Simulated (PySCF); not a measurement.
**[GeH3]− (SMILES [H][Ge-]([H])[H]): M06-2X/STO-3G**

Aim: the vertical ionisation energy of [GeH3]− at M06-2X/STO-3G, from 2 runs. The job is set up through a Python script.

The calculation is run with PySCF 2.14.0.

8 further runs of the same task are left out: 8 set aside as unsound or not needed.

### 1 Starting point

[GeH3]− has 4 atoms, charge -1, and is taken as a singlet. SMILES: `[H][Ge-]([H])[H]`. The shape comes from GFN2-xTB, which is rough for such elements, and wasn't checked as a minimum.

Bond lengths: Ge1–H2 1.752 Å, Ge1–H3 1.754 Å, Ge1–H4 1.756 Å. Angles: H2–Ge1–H3 89.1°, H2–Ge1–H4 89.3°, H3–Ge1–H4 89.6°.

### 2 The energy at M06-2X/STO-3G

File input.py:

```python
from pyscf import gto, dft

mol = gto.M(
    atom='''
Ge    -0.014211     0.010960     1.451329
H      2.687096    -0.059451    -0.461906
H     -1.280214     2.361156    -0.513476
H     -1.392671    -2.312685    -0.475928
''',
    max_memory=1860,
    basis='sto-3g',
    unit='bohr',
    verbose=3,
    charge=-1,
)

calc0 = dft.RKS(mol, xc='m06-2x')
calc0.conv_tol = 1e-10
calc0.grids.level = 5
calc0.kernel()
if not calc0.converged:
    calc0 = calc0.newton().run(calc0.mo_coeff, calc0.mo_occ)

e_final = calc0.e_tot
print('E = %.10f Eh' % e_final)
```

The run is started by

```
$ OMP_NUM_THREADS=1 python input.py
```

The program printed:

```text
converged SCF energy = -2054.58907577629
E = -2054.5890757763 Eh
```

Run time: 2.6 s. Hardware: 1 thread of Intel Xeon Platinum 8559C (Emerald Rapids), shared host; peak memory 0.2 GiB.

### 3 Doublet neutral GeH3 at the same level

File job.py:

```python
from pyscf import gto, dft

mol = gto.M(
    atom='''
Ge    -0.014211     0.010960     1.451329
H      2.687096    -0.059451    -0.461906
H     -1.280214     2.361156    -0.513476
H     -1.392671    -2.312685    -0.475928
''',
    basis='sto-3g',
    unit='bohr',
    spin=1,
    verbose=4,
    max_memory=1860,
)

calc0 = dft.UKS(mol, xc='m06-2x')
calc0.conv_tol = 1e-10
calc0.grids.level = 5
calc0.kernel()
if not calc0.converged:
    calc0 = calc0.newton().run(calc0.mo_coeff, calc0.mo_occ)

energy = calc0.e_tot
print(f'total energy: {energy:.8f} hartree')
```

The run is started by

```
$ OMP_NUM_THREADS=1 python job.py
```

The program printed:

```text
PySCF version 2.14.0

[INPUT] num. atoms = 4
[INPUT] num. electrons = 35
[INPUT] charge = 0
[INPUT] spin (= nelec alpha-beta = 2S) = 1
[INPUT] symmetry False subgroup None
[INPUT] Mole.unit = bohr
[INPUT] Symbol           X                Y                Z      unit          X                Y                Z       unit  Magmom
[INPUT]  1 Ge    -0.007520137344   0.005799782232   0.768010232347 AA   -0.014211000000   0.010960000000   1.451329000000 Bohr   0.0
[INPUT]  2 H      1.421949966754  -0.031460114366  -0.244430128787 AA    2.687096000000  -0.059451000000  -0.461906000000 Bohr   0.0
[INPUT]  3 H     -0.677460073901   1.249469946627  -0.271719797554 AA   -1.280214000000   2.361156000000  -0.513476000000 Bohr   0.0
[INPUT]  4 H     -0.736969755509  -1.223820198037  -0.251850251639 AA   -1.392671000000  -2.312685000000  -0.475928000000 Bohr   0.0

[... 42 lines left out ...]
WARN: HOMO -0.424349850213609 >= LUMO -0.424349850213605
[... 50 lines left out ...]
converged SCF energy = -2054.64241295675  <S^2> = 0.75073989  2S+1 = 2.0007398
total energy: -2054.64241296 hartree
```

Run time: 4.5 s. Hardware: 1 thread of Intel Xeon Platinum 8559C (Emerald Rapids), shared host; peak memory 0.21 GiB.

### 4 Results

Level: M06-2X/STO-3G.

| quantity | value |
| --- | --- |
| singlet [GeH3]−: total energy | -2054.58908 Eh |
| singlet [GeH3]−: HOMO energy | 3.49 eV |
| singlet [GeH3]−: LUMO energy | 15.10 eV |
| singlet [GeH3]−: HOMO–LUMO gap (to an unbound level, set by the basis) | 11.60 eV |
| doublet neutral GeH3: total energy | -2054.64241 Eh |
| doublet neutral GeH3: dipole moment | 1.51 D |
| doublet neutral GeH3: HOMO energy (highest over α and β) | -6.28 eV |
| doublet neutral GeH3: LUMO energy (lowest over α and β) | -0.15 eV |
| doublet neutral GeH3: ⟨S²⟩ | 0.751 |
| vertical detachment energy (to the doublet neutral) | -1.451 eV |

**Reading.** The species is unbound against losing an electron at this level, by 1.45 eV (−33 kcal/mol); missing correlation or diffuse functions can give that sign where the real anion is bound. In a minimal basis such a difference can be off by several eV, whatever the method. Mulliken charges (singlet [GeH3]−) run from -0.28 on H4 to -0.17 on Ge1. The HOMO (singlet [GeH3]−) lies at positive energy, 3.49 eV; only total energies tell whether the electron is bound. Mulliken charges (doublet neutral GeH3) run from -0.10 on H2 to +0.30 on Ge1; they depend strongly on the basis.
